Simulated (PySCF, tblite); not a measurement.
**H5O6PSi3, a fragment of a glass network (fused 3-rings): NMR shifts, core binding energies and electronic excitations**

Wanted: the NMR shifts, core binding energies and electronic excitations for `O=P12O[SiH2]O[SiH](O[SiH2]O1)O2`. It is drawn as: Si Si P Si, H ends, O bridges.

Computed with tblite 0.8.0 and PySCF 2.14.0; each step states its level. No surroundings beyond the atoms listed, unless a continuum is named. Atoms count from 0, parts from 1.

## 1. The system as given

15 atoms, charge 0, multiplicity 1; geometry: distance geometry start.

## 2. Geometry optimisation with GFN2-xTB

What the job is given:

```
{"job": {"kind": "relax", "xc": "GFN2-xTB", "basis": "xTB"}, "charge": 0, "multiplicity": 1}
O      3.409376    -0.445109    -0.983233
P      1.753364    -0.585067    -0.580141
O      1.183680     0.832731     0.232271
Si     0.056741     0.827411     1.612163
O     -0.718392    -0.743744     1.801343
Si    -0.196890    -2.216710     0.952494
O      1.490795    -1.959171     0.442790
O     -1.137055    -2.442338    -0.514593
Si    -0.808206    -1.608217    -2.055237
O      0.790614    -0.845786    -2.017428
H     -0.922479     1.818393     1.401884
H      0.787839     1.143217     2.793543
H     -0.283760    -3.355428     1.798920
H     -0.867428    -2.535216    -3.118403
H     -1.799432    -0.595015    -2.255063
```

Level: GFN2-xTB geometry optimisation, gas phase.

Launch:

```bash
> OMP_NUM_THREADS=1 python cluster_run.py task.json out
```

One launch serves the whole session: the jobs run in the order shown.

The program printed:

```text
step      E/eV     max force
  0    -954.37725    8.080
  1    -956.48763    4.460
  2    -957.17722   14.085
  3    -958.10966    1.522
  4    -958.28862    1.185
  5    -958.46537    0.983
  6    -958.51807    0.748
  7    -958.61488    0.499
  8    -958.63955    0.431
  9    -958.69556    0.578
 10    -958.71569    0.569
 11    -958.74608    0.321
 12    -958.76210    0.304
 13    -958.77288    0.252
 14    -958.77859    0.214
 15    -958.78371    0.150
 16    -958.78738    0.109
 17    -958.78891    0.082
 18    -958.78939    0.057
 19    -958.78982    0.064
 20    -958.79047    0.080
 21    -958.79117    0.070
 22    -958.79173    0.060
 23    -958.79217    0.058
 24    -958.79279    0.081
 25    -958.79382    0.117
 26    -958.79516    0.120
 27    -958.79623    0.083
 28    -958.79692    0.067
 29    -958.79758    0.085
 30    -958.79857    0.111
 31    -958.79996    0.132
 32    -958.80135    0.091
 33    -958.80234    0.059
 34    -958.80299    0.066
 35    -958.80366    0.076
 36    -958.80444    0.071
 37    -958.80508    0.054
 38    -958.80555    0.060
 39    -958.80602    0.060
 40    -958.80657    0.059
 41    -958.80713    0.049
 42    -958.80760    0.045
 43    -958.80802    0.053
 44    -958.80847    0.059
 45    -958.80891    0.051
 46    -958.80924    0.045
 47    -958.80946    0.041
 48    -958.80969    0.042
 49    -958.80995    0.043
 50    -958.81028    0.038
 51    -958.81055    0.036
 52    -958.81079    0.046
 53    -958.81106    0.048
 54    -958.81134    0.039
 55    -958.81157    0.049
 56    -958.81179    0.052
 57    -958.81209    0.047
 58    -958.81249    0.058
 59    -958.81289    0.058
 60    -958.81316    0.042
 61    -958.81331    0.026
 62    -958.81345    0.031
 63    -958.81368    0.041
 64    -958.81396    0.042
 65    -958.81419    0.031
 66    -958.81433    0.024
 67    -958.81441    0.019
 68    -958.81450    0.021
 69    -958.81463    0.021
 70    -958.81473    0.021
 71    -958.81478    0.012
 72    -958.81481    0.014
 73    -958.81483    0.012
 74    -958.81488    0.010
 75    -958.81493    0.011
 76    -958.81495    0.008
 77    -958.81496    0.008
 78    -958.81497    0.009
 79    -958.81499    0.011
 80    -958.81501    0.010
 81    -958.81504    0.012
 82    -958.81506    0.013
 83    -958.81509    0.012
 84    -958.81511    0.012
 85    -958.81515    0.015
 86    -958.81520    0.021
 87    -958.81525    0.021
 88    -958.81528    0.014
 89    -958.81529    0.006
```

Run time: 3 s. Hardware: 1 thread of Arm Neoverse V2, shared host.

Relaxation path:

```tsv
step	energy from step 0 (eV)	largest force (eV/Å)
0	0.0000	8.0801
3	-3.7324	1.5219
6	-4.1408	0.7476
9	-4.3183	0.5790
12	-4.3849	0.3043
15	-4.4065	0.1499
18	-4.4121	0.0567
21	-4.4139	0.0699
24	-4.4155	0.0808
27	-4.4190	0.0830
30	-4.4213	0.1117
33	-4.4251	0.0585
36	-4.4272	0.0719
39	-4.4288	0.0597
42	-4.4303	0.0449
45	-4.4317	0.0509
48	-4.4324	0.0423
51	-4.4333	0.0352
54	-4.4341	0.0386
57	-4.4348	0.0469
60	-4.4359	0.0422
63	-4.4364	0.0407
66	-4.4371	0.0244
69	-4.4374	0.0214
72	-4.4376	0.0132
75	-4.4377	0.0119
78	-4.4377	0.0088
81	-4.4378	0.0124
84	-4.4379	0.0128
87	-4.4380	0.0207
89	-4.4380	0.0062
```

Close pairs (by a distance rule), those that changed most:

```tsv
bond	before (Å)	after (Å)	change (Å)
O0–P1	1.710	1.443	-0.268
P1–O9	1.749	1.586	-0.163
O4–Si5	1.778	1.618	-0.160
O2–Si3	1.782	1.632	-0.150
O7–Si8	1.783	1.635	-0.148
P1–O6	1.733	1.586	-0.147
Si5–O6	1.782	1.637	-0.145
P1–O2	1.731	1.586	-0.144
```

## 3. Relaxing the molecule at PBE0-D3(BJ)/def2-SVP

What the job is given:

```
{"job": {"xc": "PBE0", "basis": "def2-SVP", "d3": "d3bj", "grid": 2, "kind": "geom", "shake": 0.01}, "charge": 0, "multiplicity": 1}
O      2.971008     0.241330    -0.912553
P      1.563378     0.174999    -0.512930
O      1.023148     1.416663     0.319110
Si    -0.123640     1.530186     1.424022
O     -0.715907     0.021948     1.755516
Si    -0.322146    -1.288851     0.918166
O      1.224871    -1.076756     0.392799
O     -1.241372    -1.366966    -0.400498
Si    -0.966000    -0.547327    -1.759719
O      0.526105     0.098458    -1.695923
H     -1.247477     2.268158     0.802901
H      0.477396     1.996730     2.655511
H     -0.348667    -2.485179     1.691140
H     -0.918595    -1.553149    -2.818607
H     -1.913027     0.544384    -1.844264
```

The program printed:

```text
step   0  E = -1662.88351989  max force = 0.059097
step   1  E = -1662.90659038  max force = 0.008068
step   2  E = -1662.90720303  max force = 0.003134
step   3  E = -1662.90732555  max force = 0.001422
step   4  E = -1662.90736514  max force = 0.001232
step   5  E = -1662.90742860  max force = 0.001357
step   6  E = -1662.90748353  max force = 0.001890
step   7  E = -1662.90755123  max force = 0.002554
step   8  E = -1662.90760076  max force = 0.002139
step   9  E = -1662.90762210  max force = 0.000942
step  10  E = -1662.90762465  max force = 0.000257
optimisation converged
```

Wall time 4.5 min (1 thread of Arm Neoverse V2, shared host); peak memory 1.1 GiB.

Step by step:

```tsv
step	energy from step 0 (eV)	largest force component (eV/Å)
0	0.0000	3.0389
1	-0.6278	0.4149
2	-0.6445	0.1612
3	-0.6478	0.0731
4	-0.6489	0.0634
5	-0.6506	0.0698
6	-0.6521	0.0972
7	-0.6539	0.1313
8	-0.6553	0.1100
9	-0.6559	0.0484
10	-0.6559	0.0132
```

Distances of close pairs at the start and the end, largest changes first:

```tsv
bond	before (Å)	after (Å)	change (Å)
O2–Si3	1.597	1.682	+0.085
O7–Si8	1.611	1.669	+0.058
Si8–O9	1.627	1.682	+0.055
O4–Si5	1.604	1.651	+0.047
Si5–O7	1.609	1.651	+0.042
Si5–H12	1.425	1.466	+0.041
P1–O6	1.582	1.621	+0.039
Si5–O6	1.648	1.685	+0.037
```

The end geometry stands in the next job.

```tsv
at the end point	value
point group (found at 0.08 Å tolerance)	Cs
rotational constants (GHz, main isotopes)	1.003, 0.937, 0.654
dipole moment (D)	4.61
```

## 4. Shielding tensors: PBE0/pcSseg-1

What the job is given:

```
{"job": {"kind": "nmr", "xc": "PBE0", "basis": "pcSseg-1"}, "charge": 0, "multiplicity": 1}
O      2.956446     0.275221    -0.985736
P      1.560882     0.210478    -0.561516
O      1.044592     1.438217     0.341027
Si    -0.008787     1.558816     1.646534
O     -0.735854     0.064857     1.803469
Si    -0.421112    -1.287738     0.910017
O      1.149691    -1.072671     0.340031
O     -1.361029    -1.309778    -0.447175
Si    -0.996390    -0.642797    -1.932571
O      0.470620     0.157634    -1.743158
H     -1.027157     2.584485     1.323399
H      0.765452     1.872180     2.869132
H     -0.546326    -2.518448     1.696376
H     -0.838402    -1.713993    -2.942549
H     -2.023171     0.358402    -2.302542
```

With the program's defaults for keys left out, this is: GIAO PBE0/pcSseg-1 NMR shielding, non-relativistic, gas phase.

The program printed:

```text
coarse grid: 16112 points
cycle   1  E = -1662.9806703427  dE =  2.213e+00  |g| = 1.603e+00  |ddm| = 4.157e+00
cycle   2  E = -1662.3153164210  dE =  6.654e-01  |g| = 2.472e+00  |ddm| = 2.786e+00
cycle   3  E = -1663.3959701479  dE = -1.081e+00  |g| = 3.882e-01  |ddm| = 1.982e+00
cycle   4  E = -1663.4227666552  dE = -2.680e-02  |g| = 7.578e-02  |ddm| = 2.901e-01
cycle   5  E = -1663.4236679139  dE = -9.013e-04  |g| = 1.481e-02  |ddm| = 4.980e-02
cycle   6  E = -1663.4236987911  dE = -3.088e-05  |g| = 7.490e-03  |ddm| = 1.583e-02
cycle   7  E = -1663.4237083717  dE = -9.581e-06  |g| = 1.670e-03  |ddm| = 5.187e-03
final grid: 141816 points
cycle   8  E = -1663.5401817282  dE = -8.802e-06  |g| = 1.370e-02  |ddm| = 2.081e-02
cycle   9  E = -1663.5401474204  dE =  3.431e-05  |g| = 1.968e-02  |ddm| = 1.944e-02
cycle  10  E = -1663.5402109216  dE = -6.350e-05  |g| = 1.961e-03  |ddm| = 1.225e-02
cycle  11  E = -1663.5402116021  dE = -6.806e-07  |g| = 3.611e-04  |ddm| = 1.471e-03
cycle  12  E = -1663.5402116222  dE = -2.002e-08  |g| = 1.083e-04  |ddm| = 2.798e-04
cycle  13  E = -1663.5402116242  dE = -1.996e-09  |g| = 4.298e-05  |ddm| = 1.033e-04
cycle  14  E = -1663.5402116245  dE = -3.020e-10  |g| = 8.582e-06  |ddm| = 3.139e-05
converged SCF energy = -1663.5402116245

GIAO shielding tensors (ppm)
atom      isotropic    diamagn.    paramagn.     s11        s22        s33       span
  0 O      151.364     393.280    -241.916    111.498    131.690    210.905     99.408
  1 P      354.998     968.019    -613.021    246.795    255.230    562.969    316.173
  2 O      193.653     404.532    -210.879    138.531    185.599    256.831    118.300
  3 Si     378.937     880.665    -501.728    345.397    382.010    409.404     64.007
  4 O      234.007     403.058    -169.051    204.026    220.172    277.823     73.796
  5 Si     408.608     883.671    -475.064    382.444    399.139    444.240     61.795
  6 O      164.063     406.374    -242.311    135.597    150.953    205.640     70.042
  7 O      234.122     403.114    -168.992    204.163    220.367    277.837     73.674
  8 Si     378.968     880.673    -501.705    345.323    382.129    409.453     64.130
  9 O      193.596     404.521    -210.925    138.490    185.531    256.767    118.276
 10 H       26.133      29.653      -3.520     23.064     23.344     31.992      8.928
 11 H       26.006      28.044      -2.038     22.723     23.221     32.074      9.351
 12 H       26.547      28.481      -1.934     22.571     23.093     33.977     11.407
 13 H       26.004      28.056      -2.051     22.729     23.221     32.063      9.334
 14 H       26.137      29.634      -3.497     23.066     23.341     32.005      8.939
```

Run time: 40 s. Hardware: 1 thread of Arm Neoverse V2, shared host; peak memory 1.4 GiB.

Shifts follow as δ = σ(reference) − σ, with reference shieldings (ppm) from runs at the same level and on the same kind of geometry: 1H TMS 31.27, 29Si TMS 352.0, 17O H2O 334.6, 31P H3PO4 310.1. The references are single molecules in the gas phase, so shifts against H2O, NH3, PH3, H3PO4 or CFCl3 are not on the usual liquid scales and can be off by tens of ppm. Atoms listed in one row are averaged.

```tsv
atoms	environment	σ (ppm)	δ (ppm)
H11, H13	hydrogen on a silicon bonded to 2 O	26.00	5.26
H10, H14	hydrogen on a silicon bonded to 2 O	26.14	5.13
H12	hydrogen on a silicon bonded to 3 O	26.55	4.72
O0	oxygen bonded to P	151.4	183.2
O6	oxygen bonded to P, Si	164.1	170.5
O2, O9	oxygen bonded to P, Si	193.6	140.9
O4, O7	oxygen bonded to 2 Si	234.1	100.5
P1	phosphorus bonded to 4 O	355.0	-44.9
Si3, Si8	silicon bonded to 2 O, 2 H	379.0	-27.0
Si5	silicon bonded to 3 O, H	408.6	-56.6
```

Charges from the same density, by scheme (e):

```tsv
atoms	Mulliken	IAO	Hirshfeld	ESP fit
O0	-0.54	-0.85	-0.37	-0.60
P1	1.43	2.00	0.55	1.28
O2, O9	-0.72	-0.85	-0.26	-0.56
Si3, Si8	1.02	1.19	0.49	0.84
O4, O7	-0.75	-0.87	-0.32	-0.61
Si5	1.22	1.44	0.54	1.07
O6	-0.72	-0.86	-0.27	-0.60
```

Mayer bond orders: O0–P1 2.00, P1–O2 0.94, O2–Si3 0.83, Si3–O4 0.91, O4–Si5 0.94, Si5–O6 0.84, Si5–O7 0.94, O7–Si8 0.91, Si8–O9 0.83, O6–P1 0.93, O9–P1 0.94.

Ring of atoms P1, O2, Si3, O4, Si5, O6: NICS(0) -2.6, NICS(1) -0.8, NICS(1)zz 2.7 ppm (means of both faces).

Ring of atoms P1, Si5, O6, O7, Si8, O9: NICS(0) -2.6, NICS(1) -0.8, NICS(1)zz 2.7 ppm (means of both faces).

(Part 1 of 2 ends here.)
